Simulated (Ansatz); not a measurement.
# GeOs2: the cost of one run

Computed with Ansatz 0.2.0 (DFT PBE, scalar-relativistic, plane waves, PAW, unless a step's input says otherwise).

## Step 1: The system as given

Symmetry: I4/mmm, No. 139, tetragonal system. The conventional cell has a = 3.848 Å, b = 3.848 Å, c = 6.311 Å, α = 90.00°, β = 90.00°, γ = 90.00°. Around Ge (site symmetry 4/mmm) lie 10 Os at 2.57 to 2.78 Å. Around Os (site symmetry 4mm) lie 1 Os at 1.17 Å.

As a file:

```
Ge Os
1.0
    -1.92402    1.92402    3.15560
     1.92402   -1.92402    3.15560
     1.92402    1.92402   -3.15560
Ge Os
1 2
Direct
  0.00000 0.00000 0.00000
  0.59300 0.59300 0.00000
  0.40700 0.40700 0.00000
```

This is candidate A: CaC2 type (I4/mmm, No. 139).

(A quick probe on a coarse mesh, which set the mesh and smearing, is not shown.)

## Step 3: Coarse relaxation (candidate A)

Input file input.yaml:

```yaml
crystal:
  lattice:
    - [-1.9240244981, 1.9240244981, 3.15559802]
    - [1.9240244981, -1.9240244981, 3.15559802]
    - [1.9240244981, 1.9240244981, -3.15559802]
  atoms:
    - { symbol: Ge, position: [0.0, 0.0, 0.0] }
    - { symbol: Os, position: [0.593, 0.593, 0.0] }
    - { symbol: Os, position: [0.407, 0.407, 0.0] }
basis:
  ecutwfc: 420
kpoints:
  mp_grid: { grid: [6, 6, 6] }
hamiltonian:
  xc: pbe
scf:
  occupations: { method: gaussian, width: 0.1 }
  lower_state_search: "off"
output:
  forces: true
  stress: true
  eigenvalues: true
relax:
  adjacent_minimum: "off"
  f_tol: 0.04
  max_steps: 70
  cell: { stress_tol: 0.4 }
```

Run with:

```sh
$ ansatz run input.yaml --threads 1 --pin off --max-ram 2560MiB --backend cpu --events-out ev --progress --plain --runs-dir out
```

**Question.** How long does this run take on 1 thread of Intel Xeon Platinum 8259CL at 2.50GHz (Skylake/Cascade Lake), shared host, and how much memory does it need?

About 63 s, with a peak of 0.44 GiB.
